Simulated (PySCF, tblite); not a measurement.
# C₅H₇Cl₂Ga: geometry, infrared bands and NMR shifts

Aim: predict the infrared bands and NMR shifts of C₅H₇Cl₂Ga (`C=C/C(C)=[CH]\[Ga]([Cl])[Cl]`).

Programs: tblite 0.8.0 and PySCF 2.14.0, with density-fitted response routines of our own. Each step states its level of theory. These are calculated values for one molecule in the gas phase, unless marked as measured. Atoms count from 0, in the outputs and in this text.

### Step 1. The molecule as given

15 atoms, charge 0, multiplicity 1; geometry from: force field or distance geometry start.

Bonds of the start (Å): C0–C1 1.31, C1–C2 1.47, C2–C3 1.48, C2–C4 1.33, C4–Ga5 2.04, Ga5–Cl6 2.20, Ga5–Cl7 2.45, C0–H8 1.10, C0–H9 1.09, C1–H10 1.09, C3–H11 1.12, C3–H12 1.12, C3–H13 1.09, C4–H14 1.09.

### Step 2. Relaxing the molecule with GFN2-xTB

Job settings and geometry (Å):

```
{"job": {"kind": "relax", "xc": "GFN2-xTB", "basis": "xTB"}, "charge": 0, "multiplicity": 1}
C     -0.706800     2.061300     0.303100
C      0.129200     1.047600     0.337500
C     -0.337900    -0.239800    -0.206000
C     -1.689900    -0.393200    -0.795500
C      0.441700    -1.320000    -0.199600
Ga     2.322100    -1.194200     0.570900
Cl     3.693000     0.386700    -0.115200
Cl     3.131500    -2.787400     2.241500
H     -1.702700     1.882500    -0.138300
H     -0.453100     3.041800     0.694000
H      1.129000     1.121800     0.763100
H     -2.462800    -0.359800     0.019100
H     -1.746900    -1.369400    -1.336800
H     -1.831300     0.384800    -1.542100
H      0.080300    -2.254700    -0.617700
```

On the command line:

```bash
$ OMP_NUM_THREADS=1 python probes_run.py task.json out
```

One launch serves the whole session: the jobs run in the order shown.

**Question.** This job is followed by: GFN2-xTB harmonic vibrations, gas phase; GIAO PBE0/pcSseg-1 NMR shielding, non-relativistic, gas phase. Predict these results of the whole session: strongest single infrared mode (GFN2-xTB); zero-point energy (GFN2-xTB); ¹³C shifts against TMS (PBE0/pcSseg-1); ¹H shifts against TMS (PBE0/pcSseg-1, means over atoms taken as alike); ³⁵Cl shifts against HCl (PBE0/pcSseg-1, means over atoms taken as alike); shieldings of Ga (PBE0/pcSseg-1).

As calculated:

| quantity | value |
| --- | --- |
| strongest single infrared mode (GFN2-xTB) | 376 cm⁻¹, 67 km/mol |
| zero-point energy (GFN2-xTB) | 64.0 kcal/mol |
| ¹³C shifts against TMS (PBE0/pcSseg-1) | 162.4, 150.6, 144.8, 124.8, 23.0 ppm |
| ¹H shifts against TMS (PBE0/pcSseg-1, means over atoms taken as alike) | 6.69, 6.37, 5.72, 5.67, 2.10 ppm |
| ³⁵Cl shifts against HCl (PBE0/pcSseg-1, means over atoms taken as alike) | 105 ppm |
| shieldings of Ga (PBE0/pcSseg-1) | Ga5 1327.2 ppm |

What this shows: The optimisation took 62 steps and gained 0.756 eV; among the close pairs (by a distance rule), Ga5–Cl7 changed most, from 2.446 to 2.103 Å. The lowest mode is slightly imaginary (11i cm⁻¹), a soft motion within the noise of the Hessian, so the minimum is not strictly shown. The strongest single mode, at 376 cm⁻¹, is spread over several atoms, Ga5, Cl7, Cl6 among them. GFN2-xTB is a fitted tight-binding method: band positions and strengths are rough. Its intensities can rank the bands wrongly. At PBE0/pcSseg-1: The largest span, 320 ppm, is at Cl6, Cl7, where the paramagnetic term is -303 ppm. Spin-orbit coupling is left out, which matters for shieldings and couplings at and beside the heavy atoms.
